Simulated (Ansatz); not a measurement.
# Au2I3: the cost of one run

Method: DFT PBE, scalar-relativistic, plane waves, PAW, in Ansatz 0.2.0.

## (1) The starting structure

The structure is cubic, space group Pm-3m (No. 221). The conventional cell has a = 5.893 Å, b = 5.893 Å, c = 5.893 Å, α = 90.00°, β = 90.00°, γ = 90.00°. Around Au (site symmetry m-3m) lie 12 I at 4.17 Å. Au (site symmetry m-3m) is surrounded by 6 I at 2.95 Å. I (site symmetry 4/mmm) has 6 Au at 2.95 to 4.17 Å as nearest neighbours.

As a file:

```xyz
5
Lattice="5.8928 0.0000 0.0000 0.0000 5.8928 0.0000 0.0000 0.0000 5.8928" Properties=species:S:1:pos:R:3 pbc="T T T"
Au    2.9464    2.9464    2.9464
Au    0.0000    0.0000    0.0000
I     2.9464    0.0000    0.0000
I     0.0000    2.9464    0.0000
I     0.0000    0.0000    2.9464
```

The cell is invented: random cell by space group and Wyckoff sites (Pm-3m, No. 221). Lengths come from tabulated atomic sizes and are only a guess.

## (2) A first look at the guess

File input.yaml:

```yaml
crystal:
  lattice:
    - [5.89281997, 0.0, 0.0]
    - [0.0, 5.89281997, 0.0]
    - [0.0, 0.0, 5.89281997]
  atoms:
    - { symbol: Au, position: [0.5, 0.5, 0.5] }
    - { symbol: Au, position: [0.0, 0.0, 0.0] }
    - { symbol: I, position: [0.5, 0.0, 0.0] }
    - { symbol: I, position: [0.0, 0.5, 0.0] }
    - { symbol: I, position: [0.0, 0.0, 0.5] }
basis:
  ecutwfc: 420
kpoints:
  mp_grid: { grid: [4, 4, 4] }
hamiltonian:
  xc: pbe
scf:
  occupations: { method: gaussian, width: 0.1 }
  lower_state_search: "off"
output:
  forces: true
  stress: true
  eigenvalues: true
```

Run with:

```console
> ansatz run input.yaml --threads 1 --pin off --max-ram 2048MiB --backend cpu --events-out ev --progress --plain --runs-dir out
```

What time and memory should one allow on 1 thread of Arm Neoverse V1, shared host?

About 7.3 s, with a peak of 0.44 GiB.
